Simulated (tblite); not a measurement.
# C5H11FOSi: the cost of one run

Computed with tblite 0.8.0 and PySCF 2.14.0, with density-fitted response routines of our own, on a single molecule in the gas phase. Atoms count from 0, in the outputs and in this text.

### Step 1. The molecule as given

19 atoms, charge 0, multiplicity 1; geometry from: force field or distance geometry start.

Bonds of the start (Å): C0–C1 1.51, C1–C2 1.55, C2–Si3 1.87, Si3–O4 1.67, O4–C5 1.37, C5–C6 1.33, C6–F7 1.35, C0–H8 1.10, C0–H9 1.11, C0–H10 1.10, C1–H11 1.08, C1–H12 1.09, C2–H13 1.09, C2–H14 1.11, Si3–H15 1.50, Si3–H16 1.47, C5–H17 1.08, C6–H18 1.08.

### Step 2. Geometry optimisation with GFN2-xTB

The job: settings as JSON, then the geometry in Å.

```
{"job": {"kind": "relax", "xc": "GFN2-xTB", "basis": "xTB"}, "charge": 0, "multiplicity": 1}
C     -3.227600    -0.484000    -0.533500
C     -1.795000    -0.041100    -0.725700
C     -1.141800     0.344900     0.622200
Si     0.633900     0.915900     0.509800
O      1.640500    -0.272000    -0.087100
C      2.975600    -0.028200    -0.256200
C      3.808200    -0.945900    -0.744600
F      5.127500    -0.700300    -0.890600
H     -3.298500    -1.351200     0.133600
H     -3.842700     0.326400    -0.102000
H     -3.676500    -0.760000    -1.498600
H     -1.761900     0.795200    -1.414400
H     -1.232600    -0.864200    -1.169200
H     -1.199300    -0.502900     1.306100
H     -1.739000     1.165900     1.075300
H      1.105600     1.290900     1.885200
H      0.727400     2.119300    -0.337800
H      3.340200     0.945900     0.035200
H      3.546200    -1.945200    -1.049700
```

Run with:

```bash
$ OMP_NUM_THREADS=1 python probes_run.py task.json out
```

One launch serves the whole session: the jobs run in the order shown.

Q: Estimate the wall time and peak memory of this first job on 1 thread of Arm Neoverse N1, shared host.

About 1 s, with a peak of 0.18 GiB.
